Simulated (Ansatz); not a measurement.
Runs of Ansatz 0.2.0 on Te4Pt3. The structure is trigonal, space group R-3m (No. 166). The conventional cell has a = 3.988 Å, b = 3.988 Å, c = 35.390 Å, α = 90.00°, β = 90.00°, γ = 120.00°. Pt (site symmetry 3m) is surrounded by 3 Te at 2.64 Å and 3 Pt at 2.73 Å. Pt (site symmetry -3m) has 6 Te at 2.67 Å as nearest neighbours. Te (site symmetry 3m) is surrounded by 3 Pt at 2.67 Å. Te (site symmetry 3m) has 3 Pt at 2.64 Å as nearest neighbours. 

```csv
task,level,potentials or basis,cell,k mesh,cutoff (eV),points for each segment of the path,gap on the mesh (eV),pressure (GPa),relaxed volume (Å³/atom),largest force (eV/Å)
band structure,HSE06,Ansatz PAW,as given,6 × 6 × 6,420,4,none,-,-,0.99
relaxation of cell and atoms,r2SCAN,Ansatz PAW,relaxed,8 × 8 × 8,500,-,none,0.0,24.51,-
band structure,LDA,Ansatz PAW,as given,8 × 8 × 8,420,10,none,(d),-,(c)
single point,PBEsol,Ansatz PAW,as given,8 × 8 × 8,420,-,none,-1.2,-,0.63
band structure,r2SCAN,Ansatz PAW,as given,8 × 8 × 8,500,10,none,1.7,-,0.66
single point,PBEsol,PseudoDojo standard (PBEsol files),as given,8 × 8 × 8,1143,-,none,-1.4,-,0.64
single point,PBEsol,JTH PAW,as given,8 × 8 × 8,750,-,none,0.2,-,(b)
relaxation of cell and atoms,PBEsol,Ansatz PAW,relaxed,8 × 8 × 8,420,-,none,0.0,(a),-
```

Alike in all rows: no spin polarisation; smearing fermi-dirac 0.05 eV.

Task: Estimate the missing entries.

Result: (a) 23.16; (b) 0.41; (c) 0.78; (d) -3.5.

Caveats: the PAW data sets come from PBE, with cores solved anew for the run's functional, which leaves a small shift of forces and pressure (some runs); the plane-wave basis is chosen anew once the cell has moved, so the energies of steps on either side of that aren't comparable (some runs).

A k mesh can miss the band edges, and the runs leave out spin-orbit coupling on Pt, Te.

A gap of «none» marks a metal or a gap under the smearing width.

Not every run made on this cell is shown here.
